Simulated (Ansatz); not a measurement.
# CH3Te radical: functionals against CCSD(T) at one geometry

How do the functionals fare away from a minimum? The structure is a structure displaced at random from a GFN2-xTB minimum.

Program: Ansatz 0.2.0, Gaussian basis. Level of theory: single points in def2-TZVPP. These are calculated values, not measurements.

Correlated methods freeze the cores. Filled d shells of the heavier atoms are correlated. Core potentials replace the inner electrons past krypton, and spin-orbit coupling is left out. Orbitals are unrestricted.

## Step 1: Where the work starts

5 atoms, charge 0, spin multiplicity 2.

Atoms are counted from 1 here; the program's logs count them from 0.

Bond lengths: C1–Te2 2.038 Å, C1–H3 1.071 Å, C1–H4 1.083 Å, Te2–H5 1.664 Å. Angles: Te2–C1–H3 119.5°, Te2–C1–H4 114.8°, H3–C1–H4 117.2°, C1–Te2–H5 92.3°.

Coordinates:

```xyz
5

C    -0.3176   -0.5846    0.2100
Te    1.3050    0.5671   -0.2286
H    -1.2934   -0.2572   -0.0869
H    -0.1310   -1.6509    0.2092
H     0.4132    1.9705   -0.1571
```

## Step 2: CCSD(T)/def2-TZVPP

Contents of run/in.yaml:

```yaml
crystal:
  periodic: [false, false, false]
  atoms:
    - {symbol: C, position_ang: [-0.317600, -0.584600, 0.210000]}
    - {symbol: Te, position_ang: [1.305000, 0.567100, -0.228600]}
    - {symbol: H, position_ang: [-1.293400, -0.257200, -0.086900]}
    - {symbol: H, position_ang: [-0.131000, -1.650900, 0.209200]}
    - {symbol: H, position_ang: [0.413200, 1.970500, -0.157100]}
basis:
  gaussian: {orbitals: def2-TZVPP}
magnetization: {spin_polarized: true, initial_magnetization: 1}
correlation: {method: ccsd_t}
scf: {omitted_lower_state_checks: [cluster_reference]}
output: {forces: true}
```

The command line of these runs was not kept.

## Step 3: PBE0-D4/def2-TZVPP

run/in.yaml, as its differences from that of step 2:

```diff
@@ -11,4 +11,3 @@
 magnetization: {spin_polarized: true, initial_magnetization: 1}
-correlation: {method: ccsd_t}
-scf: {omitted_lower_state_checks: [cluster_reference]}
-output: {forces: true}
+hamiltonian: {xc: pbe0, dispersion: d4}
+output: {forces: true, orbitals: {seedname: orbitals}}
```

## Step 4: wB97M-V/def2-TZVPP

run/in.yaml, as its differences from that of step 3:

```diff
@@ -11,3 +11,3 @@
 magnetization: {spin_polarized: true, initial_magnetization: 1}
-hamiltonian: {xc: pbe0, dispersion: d4}
-output: {forces: true, orbitals: {seedname: orbitals}}
+hamiltonian: {xc: {name: wB97M-V}}
+output: {forces: true}
```

## Step 5: r2SCAN-D4/def2-TZVPP

run/in.yaml, as its differences from that of step 4:

```diff
@@ -11,3 +11,3 @@
 magnetization: {spin_polarized: true, initial_magnetization: 1}
-hamiltonian: {xc: {name: wB97M-V}}
+hamiltonian: {xc: r2scan, dispersion: d4}
 output: {forces: true}
```

## Step 6: PBE-D4/def2-TZVPP

run/in.yaml, as its differences from that of step 5:

```diff
@@ -11,3 +11,3 @@
 magnetization: {spin_polarized: true, initial_magnetization: 1}
-hamiltonian: {xc: r2scan, dispersion: d4}
+hamiltonian: {xc: pbe, dispersion: d4}
 output: {forces: true}
```

## Step 7: B97M-V/def2-TZVPP

run/in.yaml, as its differences from that of step 6:

```diff
@@ -11,3 +11,3 @@
 magnetization: {spin_polarized: true, initial_magnetization: 1}
-hamiltonian: {xc: pbe, dispersion: d4}
+hamiltonian: {xc: {name: B97M-V}}
 output: {forces: true}
```

## Step 8: r2SCAN0-D4/def2-TZVPP

run/in.yaml, as its differences from that of step 7:

```diff
@@ -11,3 +11,3 @@
 magnetization: {spin_polarized: true, initial_magnetization: 1}
-hamiltonian: {xc: {name: B97M-V}}
+hamiltonian: {xc: {name: r2SCAN0}, dispersion: d4}
 output: {forces: true}
```

(Steps that only read results are left out.)

Before running it: what results should come out? Wanted: energy less free atoms, CCSD(T)/def2-TZVPP; RMS force component; RMS force error; HOMO and LUMO, PBE0-D4; T1 diagnostic.

**Answer**, as computed:

| quantity | value |
| --- | --- |
| energy less free atoms, CCSD(T)/def2-TZVPP | -14.088 eV |
| RMS force component | 0.174 to 0.226 eV/Å over the methods |
| RMS force error | PBE0-D4 0.072, wB97M-V 0.068, r2SCAN-D4 0.068, PBE-D4 0.188, B97M-V 0.113, r2SCAN0-D4 0.065 eV/Å |
| HOMO and LUMO, PBE0-D4 | -5.47 and -1.78 eV |
| T1 diagnostic | 0.020 |

**Reading.** Against CCSD(T) the functionals' energies less atoms differ by -0.754 to -0.239 eV, PBE-D4 by -0.754 eV. CCSD(T) in triple zeta still lacks some correlation energy of the bonds, so part of these gaps is its own basis error and they don't rank the functionals. For forces r2SCAN0-D4 does best and PBE-D4 worst. Frozen-core CCSD(T) forces in triple zeta carry basis errors of their own, and this is one geometry, so small gaps rank nothing.
